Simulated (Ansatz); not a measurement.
# AlFGeH₂O: basis-set convergence

The task here is to estimate one member of a computed series from the others.

Program: Ansatz 0.2.0, Gaussian basis. Level of theory: one geometry, several basis sets. These are calculated values, not measurements.

Plan: PBE0-D4/def2-SVP; ωB97M-V/def2-SVP; PBE0-D4/def2-QZVPP; ωB97M-V/def2-QZVPP; the functionals' def2-TZVPP values are taken from earlier runs.

## Structure used throughout

An earlier PBE0-D4 in a triple-zeta def2 set relaxation fixed the geometry.

SMILES `[F][GeH]1[O][AlH]1`, 6 atoms, charge 0, spin multiplicity 1.

Atoms are counted from 1 here; the program's logs count them from 0.

Bond lengths: F1–Ge2 1.747 Å, Ge2–O3 1.859 Å, Ge2–Al4 2.334 Å, Ge2–H5 1.542 Å, O3–Al4 1.702 Å, Al4–H6 1.572 Å. Angles: F1–Ge2–O3 107.1°, F1–Ge2–Al4 118.5°, F1–Ge2–H5 102.6°, O3–Ge2–Al4 46.2°, O3–Ge2–H5 110.8°, Al4–Ge2–H5 136.6°, Ge2–O3–Al4 81.8°, Ge2–Al4–O3 52.0°, Ge2–Al4–H6 168.3°, O3–Al4–H6 139.7°.

The first run:

in.yaml reads:

```yaml
crystal:
  periodic: [false, false, false]
  atoms:
    - {symbol: F, position_ang: [1.350443, -1.720150, 0.670584]}
    - {symbol: Ge, position_ang: [0.896342, -0.291166, -0.226522]}
    - {symbol: O, position_ang: [-0.925228, -0.420743, -0.574827]}
    - {symbol: Al, position_ang: [-0.972678, 0.916374, 0.477112]}
    - {symbol: H, position_ang: [1.713040, -0.435098, -1.526884]}
    - {symbol: H, position_ang: [-2.019819, 1.886783, 1.134437]}
basis:
  gaussian: {orbitals: def2-SVP}
hamiltonian: {xc: pbe0, dispersion: d4}
output: {orbitals: {seedname: orbitals}}
```

The run is started by

```sh
$ ansatz run in.yaml --threads 2 --pin off --events-out ev --progress --plain --max-ram 4352MiB
```

Steps of the session up to this table: PBE0-D4 in def2-SVP; ωB97M-V in def2-SVP; PBE0-D4 in def2-QZVPP; ωB97M-V in def2-QZVPP.

One table of the session follows, with a row left open; its other results are not shown here.

It belongs to the step «Density functionals: the series». 

| functional | basis | HOMO (eV) | LUMO (eV) |
| --- | --- | --- | --- |
| PBE0-D4 | def2-SVP | -6.78 | -1.64 |
| PBE0-D4 | def2-TZVPP | -6.84 | -1.79 |
| PBE0-D4 | def2-QZVPP | -6.88 | -1.85 |
| ωB97M-V | def2-SVP | ? | ? |
| ωB97M-V | def2-TZVPP | -8.86 | -0.11 |
| ωB97M-V | def2-QZVPP | -8.90 | -0.30 |

**Question.** Estimate the row for ωB97M-V, def2-SVP.

**Answer.** HOMO (eV): -8.77; LUMO (eV): 0.15. In the column «HOMO (eV)» it lies between ωB97M-V, def2-TZVPP (-8.86) and PBE0-D4, def2-QZVPP (-6.88).
